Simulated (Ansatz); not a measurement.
# Fe (bcc type): the cost of one run

Computed with Ansatz 0.2.0 (DFT PBEsol, with the methods named in each step, unless a step's input says otherwise).

### 1 Starting point

The structure is cubic, space group Im-3m (No. 229). Conventional cell: a = 2.788 Å, b = 2.788 Å, c = 2.788 Å, α = 90.00°, β = 90.00°, γ = 90.00°. Around Fe (site symmetry m-3m) lie 8 Fe at 2.41 Å.

Coordinates:

```cif
data_structure
_symmetry_space_group_name_H-M 'P 1'
_symmetry_Int_Tables_number 1
_cell_length_a 2.4146
_cell_length_b 2.4146
_cell_length_c 2.4146
_cell_angle_alpha 109.471
_cell_angle_beta 109.471
_cell_angle_gamma 109.471
_cell_volume 10.84
loop_
_atom_site_label
_atom_site_type_symbol
_atom_site_fract_x
_atom_site_fract_y
_atom_site_fract_z
_atom_site_occupancy
Fe1 Fe 0.00000 0.00000 0.00000 1
```

Elk's input and logs are in atomic units (hartree, bohr).

### 2 Bulk cell relaxed, PAW

File input.yaml:

```yaml
crystal:
  lattice:
    - [-1.3940650116, 1.3940650116, 1.3940650116]
    - [1.3940650116, -1.3940650116, 1.3940650116]
    - [1.3940650116, 1.3940650116, -1.3940650116]
  atoms:
    - { symbol: Fe, position: [0.0, 0.0, 0.0], spin: 2.5 }
magnetization:
  spin_polarized: true
kpoints:
  mp_grid: { grid: [22, 22, 22] }
scf:
  occupations: { method: fermi_dirac, width: 0.1 }
hamiltonian:
  xc: pbesol
  pseudopotentials: { kind: paw }
output:
  forces: true
  stress: true
  write_density: true
  write_potential: true
  elf: true
  volumetric_format: npy
relax:
  f_tol: 0.005
  max_steps: 40
  cell: {}
```

Started as:

```bash
> ansatz run input.yaml --threads 2 --pin off --max-ram 4096MiB --backend cpu --events-out ev --progress --plain --runs-dir out
```

What time and memory should one allow on 2 threads of Arm Neoverse V2, shared host?

About 7.6 s, with a peak of 0.37 GiB.
